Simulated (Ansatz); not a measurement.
# C₃H₉AgClP: basis-set convergence

The task here is to estimate one member of a computed series from the others.

The runs use Ansatz 0.2.0, Gaussian basis; one geometry, several basis sets.

Plan: PBE0-D4/def2-SVP; ωB97M-V/def2-SVP; PBE0-D4/def2-QZVPP; ωB97M-V/def2-QZVPP; the functionals' def2-TZVPP values are taken from earlier runs.

### The relaxed structure

An earlier PBE0-D4 in a triple-zeta def2 set relaxation fixed the geometry. Ag takes the def2 core potential; no spin-orbit term is included.

SMILES `C[P+](C)(C)[Ag-][Cl]`, 15 atoms, charge 0, spin multiplicity 1.

Atoms are counted from 1 here; the program's logs count them from 0.

Bond lengths: C1–P2 1.818 Å, C1–H7 1.093 Å, C1–H8 1.091 Å, C1–H9 1.091 Å, P2–C3 1.818 Å, P2–C4 1.818 Å, P2–Ag5 2.320 Å, C3–H10 1.091 Å, C3–H11 1.093 Å, C3–H12 1.091 Å, C4–H13 1.091 Å, C4–H14 1.093 Å, C4–H15 1.091 Å, Ag5–Cl6 2.288 Å. Angles: P2–C1–H7 111.2°, P2–C1–H8 109.5°, P2–C1–H9 109.5°, H7–C1–H8 109.3°, H7–C1–H9 109.3°, H8–C1–H9 108.0°, C1–P2–C3 103.3°, C1–P2–C4 103.3°, C1–P2–Ag5 115.1°, C3–P2–C4 103.3°, C3–P2–Ag5 115.2°, C4–P2–Ag5 115.1°, P2–C3–H10 109.5°, P2–C3–H11 111.2°, P2–C3–H12 109.5°, H10–C3–H11 109.3°, H10–C3–H12 108.0°, H11–C3–H12 109.3° and more.

Set-up of the first run:

The input, in.yaml:

```yaml
crystal:
  periodic: [false, false, false]
  atoms:
    - {symbol: C, position_ang: [-0.657475, -0.644607, 1.462863]}
    - {symbol: P, position_ang: [-0.036329, 0.241829, 0.001802]}
    - {symbol: C, position_ang: [1.706155, -0.270080, -0.087302]}
    - {symbol: C, position_ang: [-0.804540, -0.649072, -1.384704]}
    - {symbol: Ag, position_ang: [-0.393311, 2.534356, 0.015435]}
    - {symbol: Cl, position_ang: [-0.749736, 4.794650, 0.027641]}
    - {symbol: H, position_ang: [-0.456848, -1.716246, 1.388876]}
    - {symbol: H, position_ang: [-1.732656, -0.484458, 1.555720]}
    - {symbol: H, position_ang: [-0.178161, -0.248937, 2.359511]}
    - {symbol: H, position_ang: [2.158047, 0.133207, -0.994719]}
    - {symbol: H, position_ang: [1.797516, -1.359015, -0.091385]}
    - {symbol: H, position_ang: [2.248357, 0.134185, 0.768770]}
    - {symbol: H, position_ang: [-0.419357, -0.257081, -2.327183]}
    - {symbol: H, position_ang: [-0.598221, -1.720678, -1.327880]}
    - {symbol: H, position_ang: [-1.883451, -0.488063, -1.367455]}
basis:
  gaussian: {orbitals: def2-SVP}
hamiltonian: {xc: pbe0, dispersion: d4}
output: {orbitals: {seedname: orbitals}}
```

Among the steps run: PBE0-D4 in def2-SVP; ωB97M-V in def2-SVP; PBE0-D4 in def2-QZVPP; ωB97M-V in def2-QZVPP.

One table of the session follows, with a row left open; its other results are not shown here.

It belongs to the step «Functionals by basis». 

| functional | basis | HOMO (eV) | LUMO (eV) |
| --- | --- | --- | --- |
| PBE0-D4 | def2-SVP | -6.51 | -0.08 |
| PBE0-D4 | def2-TZVPP | -6.73 | -0.30 |
| PBE0-D4 | def2-QZVPP | -6.78 | -0.43 |
| ωB97M-V | def2-SVP | ? | ? |
| ωB97M-V | def2-TZVPP | -8.99 | 1.11 |
| ωB97M-V | def2-QZVPP | -9.06 | 0.63 |

Estimate the missing values for ωB97M-V, def2-SVP.

The run gave: HOMO (eV): -8.72; LUMO (eV): 1.34. In the column «HOMO (eV)» it lies between ωB97M-V, def2-TZVPP (-8.99) and PBE0-D4, def2-QZVPP (-6.78).
